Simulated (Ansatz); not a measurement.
# CH2BBrO3: the cost of one run

The runs use Ansatz 0.2.0; RKS r2SCAN-D4/def2-SVP.

**1. Where the work starts**

SMILES `OB1OC(Br)O1`, 8 atoms, charge 0, spin multiplicity 1.

Atoms are counted from 1 here; the program's logs count them from 0.

Bond lengths: O1–B2 1.343 Å, O1–H7 0.974 Å, B2–O3 1.404 Å, B2–O6 1.410 Å, O3–C4 1.414 Å, C4–Br5 1.964 Å, C4–O6 1.418 Å, C4–H8 1.109 Å. Angles: B2–O1–H7 112.6°, O1–B2–O3 130.0°, O1–B2–O6 132.6°, O3–B2–O6 97.4°, B2–O3–C4 83.2°, O3–C4–Br5 113.1°, O3–C4–O6 96.5°, O3–C4–H8 114.2°, Br5–C4–O6 112.9°, Br5–C4–H8 106.2°, O6–C4–H8 114.0°, B2–O6–C4 82.9°.

Coordinates:

```xyz
8
CH2BBrO3
O    -0.7833   -1.8938   -0.5903
B    -0.2446   -0.7051   -0.2728
O     1.0414   -0.2016   -0.5254
C     0.5267    0.9595    0.0960
Br    1.4999    1.4568    1.7280
O    -0.7663    0.4412    0.3604
H    -1.7098   -1.9739   -0.3001
H     0.5281    1.8598   -0.5517
```

**2. Relaxation**

Contents of input.yaml:

```yaml
crystal:
  periodic: [false, false, false]
  atoms:
    - { symbol: O, position_ang: [-0.783252, -1.893808, -0.590263] }
    - { symbol: B, position_ang: [-0.244639, -0.705148, -0.272771] }
    - { symbol: O, position_ang: [1.041419, -0.201643, -0.525361] }
    - { symbol: C, position_ang: [0.526701, 0.959526, 0.095983] }
    - { symbol: Br, position_ang: [1.499907, 1.45679, 1.728033] }
    - { symbol: O, position_ang: [-0.766324, 0.44116, 0.360397] }
    - { symbol: H, position_ang: [-1.709788, -1.973937, -0.300064] }
    - { symbol: H, position_ang: [0.528077, 1.85976, -0.551653] }
basis:
  gaussian: { orbitals: def2-SVP }
hamiltonian:
  xc: r2scan
  dispersion: d4
output:
  forces: true
relax:
  f_tol: 0.003
  max_steps: 120
```

On the command line:

```bash
$ ansatz run input.yaml --threads 1 --pin off --max-ram 2560MiB --backend cpu --events-out ev --progress --plain --runs-dir out
```

What time and memory should one allow on 1 thread of Arm Neoverse V2, shared host?

About 50 s, with a peak of 0.17 GiB.
